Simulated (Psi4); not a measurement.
**CHClInNO (SMILES O=C=[N][InH][Cl]): HF/STO-3G**

What is the vertical singlet–triplet gap of CHClInNO at HF/STO-3G? 

The calculation is run with Psi4 1.11.

5 further runs of the same task are left out: 3 that didn't finish, 2 set aside as unsound or not needed. Runs told in other sessions of the task aren't counted.

## (1) The structure to begin with

CHClInNO: 6 atoms, total charge 0, spin state singlet. SMILES: `O=C=[N][InH][Cl]`. The coordinates come from a PBE0-D4/def2-TZVP relaxation. This is one conformer, not always the lowest.

Bond lengths: O1–C2 1.166 Å, C2–N3 1.205 Å, N3–In4 2.019 Å, In4–Cl5 2.315 Å, In4–H6 1.687 Å. Angles: O1–C2–N3 176.3°, C2–N3–In4 136.4°, N3–In4–Cl5 111.3°, N3–In4–H6 123.4°, Cl5–In4–H6 125.3°.

## (2) The energy at HF/STO-3G

job.json

```json
{
 "schema_name": "qcschema_input",
 "schema_version": 1,
 "molecule": {
  "schema_name": "qcschema_molecule",
  "schema_version": 2,
  "symbols": ["O", "C", "N", "In", "Cl", "H"],
  "geometry": [3.07647413, -4.3849205, 0.10979309, 1.69432844, -2.77959816, 0.71677312, 0.25832556, -1.18466931, 1.4779548, -1.40633418, 1.94244948, 0.05914843, -0.23999522, 2.6116015, -4.10448514, -3.38279874, 3.79513698, 1.74081571],
  "molecular_charge": 0,
  "molecular_multiplicity": 1,
  "fix_symmetry": "c1",
  "fix_com": true,
  "fix_orientation": true
 },
 "driver": "energy",
 "model": {
  "method": "hf",
  "basis": "STO-3G"
 },
 "keywords": {
  "puream": true,
  "e_convergence": 1e-09,
  "d_convergence": 1e-08,
  "scf_type": "pk",
  "scf_properties": ["MAYER_INDICES", "WIBERG_LOWDIN_INDICES", "QUADRUPOLE"]
 }
}
```

On the command line:

```console
$ psi4 --qcschema job.json -n 1 --memory 2200MB
```

stdout, cut to the lines that bear on the results:

```text
[...]
  Running in c1 symmetry.
[...]
  Nuclear repulsion =  502.371084282608024
[...]
  Multiplicity = 1
[...]
  Nalpha       = 44
  Nbeta        = 44
[...]
    Number of basis functions: 52
[...]
   @RHF iter   1: -6302.73099364658174   -3.95465e+00   1.32271e-02 ADIIS/DIIS
[...]
   @RHF iter  13: -6303.12983195378001    0.00000e+00   3.02783e-09 DIIS
[...]
    Orbital Energies [Eh]
    ---------------------
    Doubly Occupied:
       1A   -986.959667     2A   -146.094954     3A   -138.107157
       4A   -138.105621     5A   -138.105269     6A   -103.592886
       7A    -27.781102     8A    -24.801033     9A    -24.796407
      10A    -24.795548    11A    -20.290357    12A    -16.666844
      13A    -16.666808    14A    -16.665811    15A    -16.661134
      16A    -16.661024    17A    -15.258572    18A    -11.172843
      19A    -10.289192    20A     -7.731988    21A     -7.728332
      22A     -7.728004    23A     -4.318262    24A     -3.138751
      25A     -3.129687    26A     -3.126019    27A     -1.365690
      28A     -1.132327    29A     -0.963879    30A     -0.669394
      31A     -0.638510    32A     -0.633774    33A     -0.630613
      34A     -0.628644    35A     -0.590628    36A     -0.553122
[...]
  @RHF Final Energy: -6303.12983195378001
   => Energetics <=
    Nuclear Repulsion Energy =            502.3710842826080238
    One-Electron Energy =               -9728.1636497334220621
    Two-Electron Energy =                2922.6627334970348784
    Total Energy =                      -6303.1298319537800126
[...]
 Multipole Moments:
 ------------------------------------------------------------------------------------
     Multipole            Electronic (a.u.)      Nuclear  (a.u.)        Total (a.u.)
 ------------------------------------------------------------------------------------
 L = 1.  Multiply by 2.5417464519 to convert [e a0] to [Debye]
 Dipole X            :         38.8576332          -39.7870497           -0.9294165
 Dipole Y            :        -82.5432631           83.3227489            0.7794857
 Dipole Z            :         50.5582114          -49.6124916            0.9457199
 Magnitude           :                                                    1.5381155
 L = 2.  Multiply by 1.3450342976 to convert [e a0^2] to [Debye ang]
 Quadrupole XX       :       -238.1099520          202.7426662          -35.3672858
 Quadrupole XY       :        299.3944676         -295.6685099            3.7259577
[...]
```

The result, in JSON:

```text
{
 "driver": "energy",
 "model": {
  "method": "hf",
  "basis": "STO-3G"
 },
 "success": true,
 "return_result": -6303.12983195378,
 "properties": {
  "calcinfo_nbasis": 52,
  "calcinfo_nmo": 52,
  "calcinfo_nalpha": 44,
  "calcinfo_nbeta": 44,
  "calcinfo_natom": 6,
  "nuclear_repulsion_energy": 502.371084282608,
  "return_energy": -6303.12983195378,
  "scf_one_electron_energy": -9728.163649733422,
  "scf_two_electron_energy": 2922.662733497035,
  "scf_dipole_moment": [-0.9294165111470178, 0.7794857454756254, 0.9457198726117113],
  "scf_total_energy": -6303.12983195378,
  "scf_iterations": 13
 }
}
```

It took 1.4 s on 1 thread of Intel Xeon 6975P-C (Granite Rapids), shared host; peak memory 0.19 GiB.

## (3) The triplet: energy and forces at UHF/STO-3G

calc.py

```python
import psi4

psi4.set_memory('2200 MB')
psi4.set_num_threads(1)
psi4.core.set_output_file('chclinno.out', False)

geom = psi4.geometry("""
0 3
O      1.628000    -2.320400     0.058100
C      0.896600    -1.470900     0.379300
N      0.136700    -0.626900     0.782100
In    -0.744200     1.027900     0.031300
Cl    -0.127000     1.382000    -2.172000
H     -1.790100     2.008300     0.921200
symmetry c1
no_reorient
no_com
""")

options = {'basis': 'STO-3G', 'reference': 'uhf', 'puream': True, 'e_convergence': 1e-09, 'd_convergence': 1e-08, 'scf_type': 'pk', 'maxiter': 100}
psi4.set_options(options)

E, wfn = psi4.gradient("scf", molecule=geom, return_wfn=True)
psi4.oeprop(wfn, "DIPOLE", "LOWDIN_CHARGES", "WIBERG_LOWDIN_INDICES", title="SCF")
print('gradient / Eh bohr^-1')
print(E.np.round(6))
print(f'energy = {wfn.energy():.10f} Eh')
```

On the command line:

```console
$ python calc.py
```

chclinno.out, cut to the lines that bear on the results:

```text
[...]
  Running in c1 symmetry.
[...]
  Nuclear repulsion =  502.371083841418624
[...]
  Multiplicity = 3
[...]
  Nalpha       = 45
  Nbeta        = 43
[...]
    Number of basis functions: 52
[...]
   @UHF iter   1: -6302.39816175178566   -3.62182e+00   1.42098e-02 DIIS/ADIIS
[...]
   @UHF iter  31: -6302.94956218185416   -3.63798e-12   9.71458e-09 DIIS
[...]
   @S^2 Observed:                2.194809851E+00
[...]
  @UHF Final Energy: -6302.94956218185416
   => Energetics <=
    Nuclear Repulsion Energy =            502.3710838414186242
    One-Electron Energy =               -9730.1223995598375041
    Two-Electron Energy =                2924.8017535365643198
    Total Energy =                      -6302.9495621818541622
  UHF NO Occupations:
  HONO-2 :   43  A 1.9147480
  HONO-1 :   44  A 1.0000000
  HONO-0 :   45  A 1.0000000
  LUNO+0 :   46  A 0.0852520
  LUNO+1 :   47  A 0.0095454
[...]
  -Total Gradient:
     Atom            X                  Y                   Z
    ------   -----------------  -----------------  -----------------
       1       -0.119193134861     0.137542573012     0.054046843125
       2        0.070510590693    -0.074380632553    -0.044513116725
       3        0.043889019919    -0.066300218865     0.007881030041
       4        0.031085991827    -0.027003657155    -0.029197679698
       5       -0.004458874944     0.007807680618    -0.003067586056
       6       -0.021833592609     0.022334253182     0.014850509289
[...]
 Multipole Moments:
 ------------------------------------------------------------------------------------
     Multipole            Electronic (a.u.)      Nuclear  (a.u.)        Total (a.u.)
 ------------------------------------------------------------------------------------
 L = 1.  Multiply by 2.5417464519 to convert [e a0] to [Debye]
 Dipole X            :         40.4806225          -39.7870497            0.6935728
 Dipole Y            :        -85.1799619           83.3227492           -1.8572127
 Dipole Z            :         51.2109331          -49.6124918            1.5984413
 Magnitude           :                                                    2.5466246
[...]
```

The script printed:

```text
gradient / Eh bohr^-1
[[-0.119193  0.137543  0.054047]
 [ 0.070511 -0.074381 -0.044513]
 [ 0.043889 -0.0663    0.007881]
 [ 0.031086 -0.027004 -0.029198]
 [-0.004459  0.007808 -0.003068]
 [-0.021834  0.022334  0.014851]]
energy = -6302.9495621819 Eh
```

It took 2.5 s on 1 thread of Intel Xeon 6975P-C (Granite Rapids), shared host; peak memory 0.2 GiB.

## (4) What came out

At HF/STO-3G:

| quantity | value |
| --- | --- |
| singlet: total energy | -6303.12983 Eh |
| singlet: dipole moment | 3.91 D |
| singlet: HOMO energy | -8.04 eV |
| singlet: LUMO energy | 4.67 eV |
| singlet: HOMO–LUMO gap | 12.70 eV |
| triplet: total energy | -6302.94956 Eh |
| triplet: dipole moment | 6.47 D |
| triplet: HOMO energy (highest over α and β) | -1.58 eV |
| triplet: LUMO energy (lowest over α and β) | 1.40 eV |
| triplet: ⟨S²⟩ | 2.195 |
| triplet: largest force on an atom | 9.763 eV/Å |
| vertical energy of the triplet above the singlet | 4.905 eV |

What this shows: At this shape the triplet lies 4.91 eV (113 kcal/mol) above the singlet. In a minimal basis such a difference can be off by several eV, whatever the method. Relativity is left out (singlet) although the molecule holds a heavy atom. ⟨S²⟩ (triplet) is 2.19 where a pure triplet has 2.00: the reference is spin-contaminated. With no_com the log's rotational constants are taken about the origin, not the centre of mass, so they aren't the molecule's. Relativity is left out (triplet) although the molecule holds a heavy atom.
